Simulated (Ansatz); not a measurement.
# K3CaP2O8: a single-point run

Aim: the field gradients at the nuclei of K3CaP2O8, from a sound single-point run.

Method: DFT, PBE, plane-wave PAW, default files, scalar-relativistic, frozen cores, in Ansatz 0.2.0.

## 1. The starting structure

It takes space group C2/m (No. 12, monoclinic). Conventional cell: a = 10.107 Å, b = 5.765 Å, c = 7.540 Å, α = 90.00°, β = 93.75°, γ = 90.00°. Around K (site symmetry 2/m) lie 10 O at 3.02 to 3.21 Å. K (site symmetry m) has 7 O at 2.63 to 2.95 Å as nearest neighbours. Around Ca (site symmetry 2/m) lie 6 O at 2.32 to 2.38 Å. P (site symmetry m) is surrounded by 4 O at 1.55 to 1.56 Å. O (site symmetry m) has 1 P at 1.56 Å as nearest neighbours. Around O (site symmetry 1) lie 1 P at 1.55 Å.

Coordinates:

```
K Ca P O
1.0
     5.05351   -2.88228    0.00000
     5.05351    2.88228    0.00000
    -0.49324    0.00000    7.52337
K Ca P O
3 1 2 8
Cartesian
  0.0000 0.0000 0.0000
  6.4051 0.0000 5.2677
  3.2086 0.0000 2.2556
  -0.2466 0.0000 3.7617
  6.5326 0.0000 1.8801
  3.0812 0.0000 5.6433
  6.4280 0.0000 0.3271
  3.1858 0.0000 7.1963
  8.0542 0.0000 2.2186
  1.5596 0.0000 5.3047
  5.8606 -1.2697 2.4652
  5.8606 1.2697 2.4652
  3.7532 1.2697 5.0582
  3.7532 -1.2697 5.0582
```

## 2. The run

Contents of input.yaml:

```yaml
crystal:
  lattice:
    - [5.053505, -2.882278, 0.0]
    - [5.053505, 2.882278, 0.0]
    - [-0.493243, 0.0, 7.523369]
  atoms:
    - { symbol: K, position: [0.0, 0.0, 0.0] }
    - { symbol: K, position: [0.667902, 0.667902, 0.700181] }
    - { symbol: K, position: [0.332098, 0.332098, 0.299819] }
    - { symbol: Ca, position: [0.0, 0.0, 0.5] }
    - { symbol: P, position: [0.658535, 0.658535, 0.249899] }
    - { symbol: P, position: [0.341465, 0.341465, 0.750101] }
    - { symbol: O, position: [0.638113, 0.638113, 0.043479] }
    - { symbol: O, position: [0.361887, 0.361887, 0.956521] }
    - { symbol: O, position: [0.81128, 0.81128, 0.294899] }
    - { symbol: O, position: [0.18872, 0.18872, 0.705101] }
    - { symbol: O, position: [0.816103, 0.375591, 0.327671] }
    - { symbol: O, position: [0.375591, 0.816103, 0.327671] }
    - { symbol: O, position: [0.183897, 0.624409, 0.672329] }
    - { symbol: O, position: [0.624409, 0.183897, 0.672329] }
kpoints:
  mp_grid: { grid: [1, 1, 1] }
scf:
  occupations: { method: fermi_dirac, width: 0.05 }
  max_iter: 50
hamiltonian:
  xc: pbe
  pseudopotentials: { kind: paw, frozen_core: stored }
output:
  forces: true
  stress: true
  populations: true
  efg: { quadrupole_moments_barn: { K: 0.0603, Ca: -0.0408, O: -0.02558 } }
```

On the command line:

```bash
$ ansatz run input.yaml --threads 1 --pin off --max-ram 3072MiB --backend cpu --events-out ev --progress --plain --runs-dir out
```

What happens when this is run?

This run ends as converged. That alone doesn't make the input a sound one.

Look at the input: kpoints.mp_grid.grid is [1, 1, 1]. The zone is sampled at a single point, which suits only large cells or molecules.

To check: set kpoints.mp_grid.grid to [6, 6, 4].
